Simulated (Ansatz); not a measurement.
**FH2InSe: a ladder of functionals and wavefunction methods**

An exercise on one series of results from a longer session: the logs are not shown, and one member is left open.

Computed with Ansatz 0.2.0, Gaussian basis. Level: functionals in def2-TZVPP, the program's frozen cores in correlated methods.

Plan: LDA (SPW92), PBE-D4, revPBE-D4, BLYP-D4, r2SCAN-D4, B97M-V, PBE0-D4, B3LYP-D4, r2SCANh-D4, r2SCAN0-D4, HSE06-D4, BHLYP-D4, CAM-B3LYP-D4, LC-ωPBE, ωB97X-V, ωB97M-V, B2PLYP, PBE-QIDH; CCSD(T)/def2-SVP; CCSD(T)/def2-TZVPP; CCSD(T)/def2-QZVPP; extrapolation to the limit; RPA on PBE.

## Structure used throughout

An earlier PBE0-D4 in a triple-zeta def2 set relaxation fixed the geometry. In takes the def2 core potential; no spin-orbit term is included.

SMILES `[F][InH][SeH]`, 5 atoms, charge 0, spin multiplicity 1.

Atoms are counted from 1 here; the program's logs count them from 0.

Bond lengths: F1–In2 1.954 Å, In2–Se3 2.480 Å, In2–H4 1.698 Å, Se3–H5 1.470 Å. Angles: F1–In2–Se3 108.8°, F1–In2–H4 117.1°, Se3–In2–H4 134.1°, In2–Se3–H5 89.6°.

The first run:

The input, in.yaml:

```yaml
crystal:
  periodic: [false, false, false]
  atoms:
    - {symbol: F, position_ang: [-1.032665, -1.218736, 1.033775]}
    - {symbol: In, position_ang: [-0.590106, -0.046274, -0.465555]}
    - {symbol: Se, position_ang: [1.665529, 0.912839, -0.090195]}
    - {symbol: H, position_ang: [-1.751113, 0.108374, -1.694421]}
    - {symbol: H, position_ang: [1.758355, 0.170097, 1.174896]}
basis:
  gaussian: {orbitals: def2-TZVPP}
hamiltonian: {xc: lda}
output: {orbitals: {seedname: orbitals}}
```

Launch:

```console
$ ansatz run in.yaml --threads 2 --pin off --events-out ev --progress --plain --max-ram 32768MiB --backend cpu
```

Steps of the session up to this table: LDA; PBE-D4 (GGA); revPBE-D4 (GGA); BLYP-D4 (GGA); r2SCAN-D4 (meta-GGA); B97M-V (meta-GGA); B3LYP-D4 (hybrid); r2SCANh-D4 (hybrid); r2SCAN0-D4 (hybrid); HSE06-D4 (hybrid); BHLYP-D4 (hybrid); CAM-B3LYP-D4 (range-separated); LC-ωPBE (range-separated); ωB97X-V (range-separated); ωB97M-V (range-separated); B2PLYP (double hybrid); PBE-QIDH (double hybrid).

One table of the session follows, with a row left open; its other results are not shown here.

It belongs to the step «Frontier levels by functional». 

| functional | HOMO (eV) | LUMO (eV) | gap (eV) |
| --- | --- | --- | --- |
| LDA (SPW92) | -6.57 | -2.56 | 4.00 |
| PBE-D4 | -6.40 | -2.30 | 4.10 |
| revPBE-D4 | -6.34 | -2.20 | 4.14 |
| BLYP-D4 | -6.24 | -2.29 | 3.96 |
| r2SCAN-D4 | -6.67 | -2.05 | 4.63 |
| B97M-V | -6.72 | -2.26 | 4.46 |
| PBE0-D4 | -7.52 | -1.58 | 5.94 |
| B3LYP-D4 | -7.30 | -1.85 | 5.44 |
| r2SCANh-D4 | -7.09 | -1.78 | 5.31 |
| r2SCAN0-D4 | ? | ? | ? |
| HSE06-D4 | -7.13 | -1.94 | 5.19 |
| BHLYP-D4 | -8.49 | -0.97 | 7.52 |
| CAM-B3LYP-D4 | -8.79 | -0.79 | 7.99 |
| LC-ωPBE | -10.12 | 0.31 | 10.44 |
| ωB97X-V | -9.78 | 0.19 | 9.97 |
| ωB97M-V | -9.65 | -0.08 | 9.57 |

Estimate the missing values for r2SCAN0-D4.

Worked estimate for «HOMO (eV)». Against the share of exact exchange, r2SCAN-D4 (0, -6.67), r2SCANh-D4 (0.1, -7.09) give a slope of -4.20 per unit share; at 0.25 the line stands at -7.72.

The run gave: HOMO (eV): -7.71; LUMO (eV): -1.43; gap (eV): 6.28. In «HOMO (eV)» the line misses by -0.01.
